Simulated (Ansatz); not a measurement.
**CdGeAs2: As vacancy**

A defect calculation: As vacancy in CdGeAs2, supercell of 40 sites.

Program: Ansatz 0.2.0. Level of theory: DFT PBE, scalar-relativistic, plane waves, PAW. These are calculated values, not measurements.

1 further run of the same task is left out (set aside as unsound or not needed).

## Step 1: The system as given

The structure is tetragonal, space group I-42d (No. 122). The conventional cell has a = 6.048 Å, b = 6.048 Å, c = 11.484 Å, α = 90.00°, β = 90.00°, γ = 90.00°. Around Cd (site symmetry -4) lie 4 As at 2.67 Å. Ge (site symmetry -4) has 4 As at 2.48 Å as nearest neighbours. Around As (site symmetry 2) lie 2 Ge at 2.48 Å and 2 Cd at 2.67 Å.

Coordinates:

```cif
data_structure
_symmetry_space_group_name_H-M 'I-42d'
_symmetry_Int_Tables_number 122
_cell_length_a 6.0483
_cell_length_b 6.0483
_cell_length_c 11.4840
_cell_angle_alpha 90.000
_cell_angle_beta 90.000
_cell_angle_gamma 90.000
_cell_volume 420.11
loop_
_atom_site_label
_atom_site_type_symbol
_atom_site_symmetry_multiplicity
_atom_site_Wyckoff_symbol
_atom_site_fract_x
_atom_site_fract_y
_atom_site_fract_z
_atom_site_occupancy
Cd1 Cd 4 b 0.50000 0.00000 0.25000 1
Ge1 Ge 4 a 0.00000 0.00000 0.00000 1
As1 As 8 d 0.22326 0.75000 0.12500 1
```

It goes back to an entry of the Materials Project.

It is the result of an earlier relaxation at this level (volume 26.26 Å³/atom; gap on the mesh: 0.12 eV).

## Step 2: The perfect supercell

File input.yaml:

```yaml
crystal:
  lattice:
    - [-3.024167908, 9.0725037241, -5.7419814826]
    - [3.024167908, -9.0725037241, -5.7419814826]
    - [-9.0725037241, -3.024167908, 5.7419814826]
  atoms:
    - { symbol: Cd, position: [0.75, 0.25, 0.5] }
    - { symbol: Cd, position: [0.15, 0.45, 0.1] }
    - { symbol: Cd, position: [0.95, 0.85, 0.3] }
    - { symbol: Cd, position: [0.35, 0.05, 0.9] }
    - { symbol: Cd, position: [0.55, 0.65, 0.7] }
    - { symbol: Cd, position: [0.7, 0.1, 0.8] }
    - { symbol: Cd, position: [0.1, 0.3, 0.4] }
    - { symbol: Cd, position: [0.9, 0.7, 0.6] }
    - { symbol: Cd, position: [0.3, 0.9, 0.2] }
    - { symbol: Cd, position: [0.5, 0.5, 0.0] }
    - { symbol: Ge, position: [0.2, 0.6, 0.8] }
    - { symbol: Ge, position: [0.6, 0.8, 0.4] }
    - { symbol: Ge, position: [0.4, 0.2, 0.6] }
    - { symbol: Ge, position: [0.8, 0.4, 0.2] }
    - { symbol: Ge, position: [1.0, 1.0, 1.0] }
    - { symbol: Ge, position: [0.05, 0.15, 0.7] }
    - { symbol: Ge, position: [0.45, 0.35, 0.3] }
    - { symbol: Ge, position: [0.25, 0.75, 0.5] }
    - { symbol: Ge, position: [0.65, 0.95, 0.1] }
    - { symbol: Ge, position: [0.85, 0.55, 0.9] }
    - { symbol: As, position: [0.1356965181, 0.130348259, 0.5160447771] }
    - { symbol: As, position: [0.5356965181, 0.330348259, 0.1160447771] }
    - { symbol: As, position: [0.3356965181, 0.730348259, 0.3160447771] }
    - { symbol: As, position: [0.7356965181, 0.930348259, 0.9160447771] }
    - { symbol: As, position: [0.9356965181, 0.530348259, 0.7160447771] }
    - { symbol: As, position: [0.780348259, 0.0643034819, 0.594651741] }
    - { symbol: As, position: [0.180348259, 0.2643034819, 0.194651741] }
    - { symbol: As, position: [0.980348259, 0.6643034819, 0.394651741] }
    - { symbol: As, position: [0.380348259, 0.8643034819, 0.994651741] }
    - { symbol: As, position: [0.580348259, 0.4643034819, 0.794651741] }
    - { symbol: As, position: [0.4143034819, 0.019651741, 0.6839552229] }
    - { symbol: As, position: [0.8143034819, 0.219651741, 0.2839552229] }
    - { symbol: As, position: [0.6143034819, 0.619651741, 0.4839552229] }
    - { symbol: As, position: [0.0143034819, 0.819651741, 0.0839552229] }
    - { symbol: As, position: [0.2143034819, 0.419651741, 0.8839552229] }
    - { symbol: As, position: [0.269651741, 0.5856965181, 0.605348259] }
    - { symbol: As, position: [0.669651741, 0.7856965181, 0.205348259] }
    - { symbol: As, position: [0.469651741, 0.1856965181, 0.405348259] }
    - { symbol: As, position: [0.869651741, 0.3856965181, 0.005348259] }
    - { symbol: As, position: [0.069651741, 0.9856965181, 0.805348259] }
basis:
  ecutwfc: 420
  xc_grid: 2
kpoints:
  mp_grid: { grid: [3, 3, 3], shift: [0.0, 0.0, 0.0] }
hamiltonian:
  xc: pbe
scf:
  occupations: { method: gaussian, width: 0.1 }
output:
  forces: true
  stress: true
  eigenvalues: true
```

Run with:

```sh
$ ansatz run input.yaml --threads 8 --pin off --max-ram 22528MiB --backend cpu --events-out ev --progress --plain --runs-dir out
```

Further runs follow: relaxing the defect.

Before running it: what results should come out? Wanted: formation energy, neutral; nearest atoms after relaxation, one image of each, neutral.

As calculated:

```
                                                  quantity                           value
                                 formation energy, neutral                         1.60 eV
nearest atoms after relaxation, one image of each, neutral  2 Ge at 2.16 Å, 2 Cd at 3.02 Å
```

What this shows: Forming the neutral defect takes 1.60 eV with the elements as reservoirs. That is the As-rich limit, where a vacancy costs most; where As is scarce it costs less. Spin polarisation was off in the neutral run, so a moment could not show there. A cell of 40 sites leaves finite-size errors of tenths of an eV, or more where the defect fills or empties host bands. Other minima may exist.
